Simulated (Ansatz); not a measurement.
# La5Sn3Cl: the cost of one run

Method: DFT, PBE, plane-wave PAW, default files, scalar-relativistic, as far as a step names no other, in Ansatz 0.2.0.

1 further run of the same task is left out (it didn't finish).

## 1. The structure to begin with

It takes space group P6_3/mcm (No. 193, hexagonal). Conventional cell: a = 9.603 Å, b = 9.603 Å, c = 6.890 Å, α = 90.00°, β = 90.00°, γ = 120.00°. La (site symmetry 32) is surrounded by 6 Sn at 3.43 Å and 2 La at 3.44 Å. La (site symmetry m2m) is surrounded by 2 Cl at 3.04 Å and 3 Sn at 3.29 to 3.37 Å. Around Sn (site symmetry m2m) lie 9 La at 3.29 to 3.66 Å. Cl (site symmetry -3m) is surrounded by 6 La at 3.04 Å.

Structure file:

```
La Sn Cl
1.0
     9.60300    0.00000    0.00000
    -4.80150    8.31644    0.00000
     0.00000    0.00000    6.89000
La Sn Cl
10 6 2
Direct
  0.33333 0.66667 0.00000
  0.66667 0.33333 0.50000
  0.66667 0.33333 0.00000
  0.33333 0.66667 0.50000
  0.26060 0.00000 0.25000
  0.26060 0.26060 0.75000
  0.00000 0.26060 0.25000
  0.73940 0.00000 0.75000
  0.73940 0.73940 0.25000
  0.00000 0.73940 0.75000
  0.38850 0.38850 0.25000
  0.00000 0.38850 0.75000
  0.61150 0.00000 0.25000
  0.61150 0.61150 0.75000
  0.00000 0.61150 0.25000
  0.38850 0.00000 0.75000
  0.00000 0.00000 0.00000
  0.00000 0.00000 0.50000
```

## 2. Single point at the given positions

input.yaml reads:

```yaml
crystal:
  lattice:
    - [9.603, 0.0, 0.0]
    - [-4.8015, 8.3164419525, 0.0]
    - [0.0, 0.0, 6.89]
  atoms:
    - { symbol: La, position: [0.3333333333, 0.6666666667, 0.0] }
    - { symbol: La, position: [0.6666666667, 0.3333333333, 0.5] }
    - { symbol: La, position: [0.6666666667, 0.3333333333, 0.0] }
    - { symbol: La, position: [0.3333333333, 0.6666666667, 0.5] }
    - { symbol: La, position: [0.2606, 0.0, 0.25] }
    - { symbol: La, position: [0.2606, 0.2606, 0.75] }
    - { symbol: La, position: [0.0, 0.2606, 0.25] }
    - { symbol: La, position: [0.7394, 0.0, 0.75] }
    - { symbol: La, position: [0.7394, 0.7394, 0.25] }
    - { symbol: La, position: [0.0, 0.7394, 0.75] }
    - { symbol: Sn, position: [0.3885, 0.3885, 0.25] }
    - { symbol: Sn, position: [0.0, 0.3885, 0.75] }
    - { symbol: Sn, position: [0.6115, 0.0, 0.25] }
    - { symbol: Sn, position: [0.6115, 0.6115, 0.75] }
    - { symbol: Sn, position: [0.0, 0.6115, 0.25] }
    - { symbol: Sn, position: [0.3885, 0.0, 0.75] }
    - { symbol: Cl, position: [0.0, 0.0, 0.0] }
    - { symbol: Cl, position: [0.0, 0.0, 0.5] }
kpoints:
  mp_grid: { grid: [4, 4, 5] }
scf:
  occupations: { method: fermi_dirac, width: 0.05 }
hamiltonian:
  xc: pbe
  pseudopotentials: { kind: paw }
output:
  forces: true
  stress: true
  populations: true
  efg:
    quadrupole_moments_barn: { La: 0.206, Sn: -0.132, Cl: -0.08112 }
    contact_densities: true
```

Started as:

```sh
> ansatz run input.yaml --threads 1 --pin off --max-ram 3072MiB --backend cpu --events-out ev --progress --plain --runs-dir out
```

What time and memory should one allow on 1 thread of Intel Xeon Platinum 8375C at 2.90GHz (Ice Lake), shared host?

About 75 s, with a peak of 1.3 GiB.
